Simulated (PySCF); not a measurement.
# PdCl₃⁺: quintet, from a PBE0 minimum start

Aim: relax PdCl₃⁺ as a quintet from a PBE0 minimum start, check by its vibrations whether the end is a minimum, and collect its spectrum and constants.

Computed with PySCF 2.14.0. Level: PBE0, basis Pd def2-SVP with ECP28, Cl def2-SVP, scalar-relativistic core potentials, no spin–orbit coupling, density fitting.

### 1 The starting structure

4 atoms, charge 1, spin multiplicity 5.

Bond lengths: Pd1–Cl2 2.227 Å, Pd1–Cl3 2.227 Å, Pd1–Cl4 2.227 Å. Angles: Cl2–Pd1–Cl3 120.0°, Cl2–Pd1–Cl4 120.0°, Cl3–Pd1–Cl4 120.0°.

Coordinates in bohr (charge 1 multiplicity 5):
```
Pd    0.0000    0.0000    0.0000
Cl    4.2089    0.0000    0.0000
Cl   -2.1045    3.6450    0.0000
Cl   -2.1045   -3.6451    0.0000
```

### 2 First SCF at the start

The steps below are one call of a driver around PySCF. For each, scf.py gives the equivalent set-up of the SCF; relaxations use the driver's own optimiser. After this first run the driver tries any further starts and a stability analysis.

File scf.py:

```python
from pyscf import gto, scf, dft
mol = gto.M(atom='''
Pd    -0.000000    -0.000000    -0.000000
Cl     2.227277     0.000011    -0.000000
Cl    -1.113648     1.928873    -0.000000
Cl    -1.113629    -1.928884     0.000000''',
    basis={'Pd': 'def2-SVP', 'Cl': 'def2-SVP'},
    ecp={'Pd': 'def2-SVP'},
    charge=1, spin=4)
mf = dft.UKS(mol, xc='PBE0')
mf.grids.atom_grid = (50, 194)
aux = {'Pd': 'def2-universal-JKFIT', 'Cl': 'def2-universal-JKFIT'}
mf = mf.density_fit(auxbasis=aux)
mf.conv_tol = 1e-08
mf.diis_space = 10
mf.max_cycle = 60
mf.init_guess = 'minao'
mf.verbose = 4
mf.kernel()
```

The run is started by

```console
OMP_NUM_THREADS=2 python axn.py task.json out
```

Further steps of the session: Relaxation: PBE0 minimum start, quintet; Vibrations and properties at this point.

**Question.** What will these runs give? Wanted: minimum; geometry; wavenumbers; dipole moment; highest occupied, lowest empty level; polar-tensor charge of Pd1; zero-point energy; ⟨S²⟩.

**Answer**, as computed:

```
                                          quantity                                     value
                                           minimum                              quintet, D3h
                                          geometry  Pd–Cl 2.227 Å (×3); Cl–Pd–Cl 120.0° (×3)
                                wavenumbers (cm⁻¹)   67 (a2''), 68 (e'), 331 (a1'), 335 (e')
                    dipole moment (centre of mass)                                    0.00 D
highest occupied, lowest empty level (either spin)                         -14.74, -12.38 eV
                        polar-tensor charge of Pd1                                   +0.26 e
                                 zero-point energy                                7.2 kJ/mol
                               entropy at 298.15 K                           363.3 J/(mol K)
                                              ⟨S²⟩                                     6.016
```

The PBE0 minimum start keeps its D3h symmetry and ends in a minimum. The strongest infrared band lies at 335 cm⁻¹ (e', stretch). Only this shape and spin were tried, so other structures or states may lie lower. Open d and f shells are described by one determinant, and the ground state may have another occupation or spin.
